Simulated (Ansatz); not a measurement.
# BH₃OS₂: small, medium and large basis sets

One table from this session's results is given with a row withheld; the runs are named, their logs left out.

Program: Ansatz 0.2.0, Gaussian basis. Level of theory: one geometry, several basis sets. These are calculated values, not measurements.

Plan: PBE0-D4/def2-SVP; ωB97M-V/def2-SVP; PBE0-D4/def2-QZVPP; ωB97M-V/def2-QZVPP; CCSD(T)/cc-pV(D+d)Z; CCSD(T)/cc-pV(T+d)Z; CCSD(T)/cc-pV(Q+d)Z; the functionals' def2-TZVPP values are taken from earlier runs.

## The relaxed structure

An earlier PBE0-D4 in a triple-zeta def2 set relaxation fixed the geometry.

SMILES `OB(S)S`, 7 atoms, charge 0, spin multiplicity 1.

Atoms are counted from 1 here; the program's logs count them from 0.

Bond lengths: O1–B2 1.356 Å, O1–H5 0.959 Å, B2–S3 1.814 Å, B2–S4 1.821 Å, S3–H6 1.342 Å, S4–H7 1.344 Å. Angles: B2–O1–H5 115.1°, O1–B2–S3 115.7°, O1–B2–S4 125.4°, S3–B2–S4 118.9°, B2–S3–H6 96.4°, B2–S4–H7 97.8°.

The first run:

in.yaml

```yaml
crystal:
  periodic: [false, false, false]
  atoms:
    - {symbol: O, position_ang: [-1.258049, 0.682560, 0.409772]}
    - {symbol: B, position_ang: [-0.068186, 0.046217, 0.279308]}
    - {symbol: S, position_ang: [0.797376, -0.326933, 1.829121]}
    - {symbol: S, position_ang: [0.697586, -0.445168, -1.298028]}
    - {symbol: H, position_ang: [-1.708446, 0.874518, -0.414641]}
    - {symbol: H, position_ang: [1.861596, -0.919329, 1.266451]}
    - {symbol: H, position_ang: [-0.260676, 0.020136, -2.117684]}
basis:
  gaussian: {orbitals: def2-SVP}
hamiltonian: {xc: pbe0, dispersion: d4}
output: {orbitals: {seedname: orbitals}}
```

Started as:

```
> ansatz run in.yaml --threads 2 --pin off --events-out ev --progress --plain --max-ram 32768MiB --backend cpu
```

Steps of the session up to this table: PBE0-D4 in def2-SVP; ωB97M-V in def2-SVP; PBE0-D4 in def2-QZVPP; ωB97M-V in def2-QZVPP.

One of the session's tables, all rows but one given; the rest of the session is left out.

```
functional       basis  HOMO (eV)  LUMO (eV)
   PBE0-D4    def2-SVP      -7.25       0.21
   PBE0-D4  def2-TZVPP      -7.43      -0.22
   PBE0-D4  def2-QZVPP      -7.47      -0.44
   ωB97M-V    def2-SVP      -9.36       2.10
   ωB97M-V  def2-TZVPP          ?          ?
   ωB97M-V  def2-QZVPP      -9.62       1.00
```

Q: Estimate the row for ωB97M-V, def2-TZVPP from the others.

The run gave: HOMO (eV): -9.57; LUMO (eV): 1.47. In the column «HOMO (eV)» it lies between ωB97M-V, def2-QZVPP (-9.62) and ωB97M-V, def2-SVP (-9.36).
